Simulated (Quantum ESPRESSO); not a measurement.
**Zn: work function with PBE**

Slab: Zn, a slab with vacuum.

```
CELL_PARAMETERS angstrom
2.66480 0.00000 0.00000
-1.33240 2.30778 0.00000
0.00000 0.00000 24.89340
ATOMIC_POSITIONS crystal
Zn 0.33333 0.66667 0.30128
Zn 0.66667 0.33333 0.40064
Zn 0.33333 0.66667 0.50000
Zn 0.66667 0.33333 0.59936
Zn 0.33333 0.66667 0.69872
```

The slab is cut from a database's or a generator's crystal, which needn't be the stable form of the element.

* Program: Quantum ESPRESSO 7.5
* Task: work function
* Functional: PBE
* Potentials or basis: Ansatz NC SR PBE
* Cutoff: 1143 eV
* Density cutoff: 4572 eV
* k mesh: 14 × 14 × 1
* Occupations: fermi-dirac, width 0.05 eV
* Spin: no spin polarisation
* Boundary across the vacuum: none
* Mixing mode: local-TF
* Mixing beta: 0.3
* Most SCF iterations: 150
* SCF threshold: 5e-09 Ry

- Largest force: 0.134 eV/Å
- Band gap on the k mesh: none (metal or under the smearing width)
- Work function of the upper face: 3.96 eV
- Work function of the lower face: 3.96 eV

Forces on the atoms (eV/Å):
```
Zn   0.000  0.000  0.005
Zn   0.000  0.000  0.134
Zn   0.000  0.000  0.000
Zn   0.000  0.000 -0.134
Zn   0.000  0.000 -0.005
```

Levels at points of the mesh, in eV from the Fermi level:
```
            k point  band 47  band 48  band 49  band 50  band 51  band 52  band 53  band 54
 (0.00, 0.00, 0.00)    -7.00    -7.00    -6.28    -4.45    -2.69    -0.13     2.20     3.44
(0.00, -0.50, 0.00)    -2.19    -2.07    -1.62    -1.49     0.29     0.80     1.12     1.95
```

Wall time 4.6 min on 2 MPI ranks on Intel(R) Xeon(R) Platinum 8259CL CPU @ 2.50GHz (Skylake/Cascade Lake), with other jobs on the host, peak memory 0.72 GiB a rank.
